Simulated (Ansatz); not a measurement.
# BaLi7F9: the cost of one run

All numbers below are computed with Ansatz 0.2.0 (DFT PBE, scalar-relativistic, plane waves, PAW).

## (1) The structure to begin with

The cell holds 17 atoms (BaF9Li7): a = 5.603 Å, b = 5.754 Å, c = 5.541 Å, α = 91.46°, β = 90.77°, γ = 89.43°.

It is the last frame of an earlier stage of the same melt, run at 760 K.

Structure file:

```
Ba F Li
1.0
     5.60296    0.02784   -0.03746
     0.02784    5.75350   -0.07181
    -0.03746   -0.07181    5.54023
Ba F Li
1 9 7
Direct
  0.78893 0.02796 0.67495
  0.62769 0.71174 0.42988
  0.01216 0.39609 0.53728
  0.25699 0.57276 0.18097
  0.80935 0.65577 0.97807
  0.28286 0.79461 0.77343
  0.46616 0.11727 0.29893
  0.46695 0.34363 0.80740
  0.02110 0.19554 0.00739
  0.07432 0.92969 0.34903
  0.16720 0.22611 0.30441
  0.92381 0.64378 0.30365
  0.66630 0.53474 0.67452
  0.54354 0.41505 0.12064
  0.15583 0.51811 0.86458
  0.19922 0.93892 0.03873
  0.34890 0.80680 0.40591
```

## (2) Langevin stage at 300 K

One k point, a Fermi-Dirac width of 0.050 eV and a fixed cell.

Input file input.yaml:

```yaml
crystal:
  lattice:
    - [5.602957, 0.027837, -0.037462]
    - [0.027837, 5.753495, -0.071808]
    - [-0.037462, -0.071808, 5.540234]
  atoms:
    - { symbol: Ba, position: [0.7889288214, 0.0279612342, 0.6749488586] }
    - { symbol: F, position: [0.6276915456, 0.7117442815, 0.4298766765] }
    - { symbol: F, position: [0.0121638407, 0.39608817, 0.5372773883] }
    - { symbol: F, position: [0.2569893507, 0.5727631818, 0.1809728305] }
    - { symbol: F, position: [0.809345895, 0.6557737024, 0.9780731638] }
    - { symbol: F, position: [0.2828624413, 0.7946148842, 0.7734326858] }
    - { symbol: F, position: [0.4661567577, 0.1172747293, 0.2989253682] }
    - { symbol: F, position: [0.4669539933, 0.3436342461, 0.8074011948] }
    - { symbol: F, position: [0.0211002494, 0.1955397405, 0.0073949795] }
    - { symbol: F, position: [0.0743228416, 0.9296946246, 0.3490313657] }
    - { symbol: Li, position: [0.16720205, 0.2261050792, 0.3044149666] }
    - { symbol: Li, position: [0.9238097153, 0.6437774071, 0.3036487114] }
    - { symbol: Li, position: [0.6663007959, 0.5347406283, 0.6745200038] }
    - { symbol: Li, position: [0.5435366444, 0.4150539122, 0.1206439148] }
    - { symbol: Li, position: [0.1558295808, 0.5181058403, 0.8645783893] }
    - { symbol: Li, position: [0.1992165147, 0.9389180641, 0.0387256014] }
    - { symbol: Li, position: [0.3489011941, 0.8067963166, 0.405908881] }
  symmetry: { detect: false }
basis:
  ecutwfc: 420
  xc_grid: 1
kpoints:
  mp_grid: { grid: [1, 1, 1], shift: [0.0, 0.0, 0.0] }
hamiltonian:
  xc: pbe
scf:
  occupations: { method: fermi_dirac, width: 0.05 }
  lower_state_search: "off"
  convergence: { dr2_threshold: 1.0e-05 }
output:
  forces: true
  stress: true
md:
  timestep: 1.5
  n_steps: 250
  ensemble: nvt_langevin
  friction: 0.03
  temperature: 300.0
  initial_velocities: maxwell_boltzmann
  seed: 96743
```

Command:

```
ansatz run input.yaml --threads 2 --pin off --max-ram 5120MiB --backend cpu --events-out ev --progress --plain --runs-dir out
```

What time and memory should one allow on 2 threads of Arm Neoverse V1, shared host?

About 96 s, with a peak of 0.33 GiB.
